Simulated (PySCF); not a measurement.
# C2H6Cl2Sn: the cost of one run

Computed with PySCF 2.14.0. Level: levels as typed in each script, gas phase, geometry from GFN2-xTB.

### Step 1. The system as given

11 atoms, charge 0, spin multiplicity 1.

Bond lengths: C1–Sn2 2.214 Å, C1–H6 1.083 Å, C1–H7 1.084 Å, C1–H8 1.079 Å, Sn2–C3 2.215 Å, Sn2–Cl4 2.332 Å, Sn2–Cl5 2.332 Å, C3–H9 1.084 Å, C3–H10 1.087 Å, C3–H11 1.083 Å. Angles: Sn2–C1–H6 109.1°, Sn2–C1–H7 108.0°, Sn2–C1–H8 109.3°, H6–C1–H7 110.0°, H6–C1–H8 110.8°, H7–C1–H8 109.6°, C1–Sn2–C3 120.9°, C1–Sn2–Cl4 107.5°, C1–Sn2–Cl5 107.6°, C3–Sn2–Cl4 107.6°, C3–Sn2–Cl5 107.5°, Cl4–Sn2–Cl5 104.6°, Sn2–C3–H9 108.0°, Sn2–C3–H10 108.8°, Sn2–C3–H11 109.1°, H9–C3–H10 110.7°, H9–C3–H11 110.0°, H10–C3–H11 110.2°.

As a file:

```xyz
11
charge 0, multiplicity 1
C    -0.0012   -1.3650   -1.9259
Sn    0.0000   -0.2728    0.0001
C     0.0024   -1.3636    1.9276
Cl   -1.8457    1.1522    0.0008
Cl    1.8451    1.1535   -0.0010
H     0.8886   -1.9797   -1.9848
H    -0.0002   -0.6335   -2.7260
H    -0.8907   -1.9726   -1.9909
H     0.0009   -0.6315    2.7271
H     0.8923   -1.9859    1.9775
H    -0.8871   -1.9788    1.9869
```

### Step 2. Density, bond paths and surface potential (PBE/def2-tzvp)

input.py reads:

```python
import numpy as np
from pyscf import gto, scf, dft
from pyscf.scf import atom_ks, atom_hf
from scipy.linalg import block_diag

def solve(mol, dm0=None, hcore=None):
    mf = (dft.UKS if mol.spin else dft.RKS)(mol, xc='pbe')
    mf.grids.level = 3
    mf = mf.density_fit(auxbasis='def2-universal-jkfit')
    mf.conv_tol, mf.max_cycle = 1e-8, 80
    if hcore is not None:
        mf.get_hcore = lambda *args: hcore
    mf.kernel(dm0)
    if not mf.converged:
        mf = mf.newton().run(mf.mo_coeff, mf.mo_occ, max_cycle=30)
    assert mf.converged, 'SCF not converged'
    return mf

mol = gto.M(atom='''
C     -0.00120    -1.36503    -1.92591
Sn    -0.00002    -0.27285     0.00009
C      0.00235    -1.36359     1.92755
Cl    -1.84572     1.15219     0.00076
Cl     1.84514     1.15346    -0.00101
H      0.88863    -1.97969    -1.98480
H     -0.00022    -0.63351    -2.72597
H     -0.89072    -1.97261    -1.99093
H      0.00087    -0.63147     2.72705
H      0.89228    -1.98586     1.97746
H     -0.88706    -1.97881     1.98689
''', basis='def2-tzvp', ecp={'Sn': 'def2-tzvp'}, charge=0, spin=0, verbose=4)
mf = solve(mol)
mf.analyze()
# spherically averaged free atoms, for the promolecule
atom_ks.AtomSphAverageRKS.init_guess_by_vsap = lambda self, mol=None: self.init_guess_by_minao(mol)  # core potentials
atm = atom_ks.get_atm_nrks(mol, xc='pbe')
pro = block_diag(*[(atm[a[0]][2] * atm[a[0]][3]) @ atm[a[0]][2].T for a in mol._atom])
np.savez('result.npz', e=mf.e_tot, c=mf.mo_coeff, occ=mf.mo_occ, eps=mf.mo_energy, pro=pro, dip=mf.dip_moment(verbose=0), s2=mf.spin_square()[0])
```

Started as:

```bash
$ OMP_NUM_THREADS=1 python input.py
```

Q: Estimate wall time and peak memory on 1 thread of Intel Xeon 6975P-C (Granite Rapids), shared host.

About 30 s, with a peak of 0.75 GiB.
